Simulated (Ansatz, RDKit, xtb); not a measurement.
# Isomers of [C6H7O2]+, a sample narrowed down

Which of a sample of isomers of [C6H7O2]+ (charge +1) is the most stable in the gas at 298.15 K, and what are its properties? The sample is small against all isomers, and the most stable one of this formula need not be in it.

The funnel: GFN2-xTB relaxations, single points with a density functional, relaxations at r2SCAN-D4/def2-SVP, harmonic vibrations (at GFN2-xTB), and a last energy at a higher level. All values are calculated.

## (1) Drawing up candidates

Isomers were taken from a list of plausible structures; this is a sample, not all of them. That gives 6 candidates.

| label | SMILES | spin |
| --- | --- | --- |
| c075 | C#CC[C+]1OCCO1 | singlet |
| c093 | C[C@@H]1OC/C1=C\C#[O+] | singlet |
| c408 | COc1cccc[o+]1 | singlet |
| c474 | COc1cc[o+]cc1 | singlet |
| c742 | Cc1ccc(O)c[o+]1 | singlet |
| c757 | COc1ccc[o+]c1 | singlet |

Candidates are built by distance geometry, with a force field where one applies, in up to four conformers (letters a to d).

Q: Predict the outcome of this search (final energies at CCSD(T)/def2-SVP + MP2/def2-TZVPP - MP2/def2-SVP).

| quantity | value |
| --- | --- |
| lowest structure found | Cc1ccc(O)c[o+]1, singlet |
| next finalist | COc1cccc[o+]1, singlet, 2.9 kcal/mol higher in G |
| share at equilibrium, among the finalists | 99.2 % |

The lowest structure found is `Cc1ccc(O)c[o+]1`. The margin, 2.9 kcal/mol, is modest. GFN2-xTB, r2SCAN-D4/def2-SVP, r2SCAN-D4/def2-SVP, relaxed and MP2/def2-SVP already put its bonding pattern lowest among the structures in one piece; HF/STO-3G and HF/def2-SVP favour the singlet COc1cccc[o+]1. The search is not exhaustive (a finite list of starts, one conformer a finalist), so a lower isomer can't be ruled out. Only 6 drawn patterns were tried, so whole families of isomers are missing, and the result ranks this sample alone.
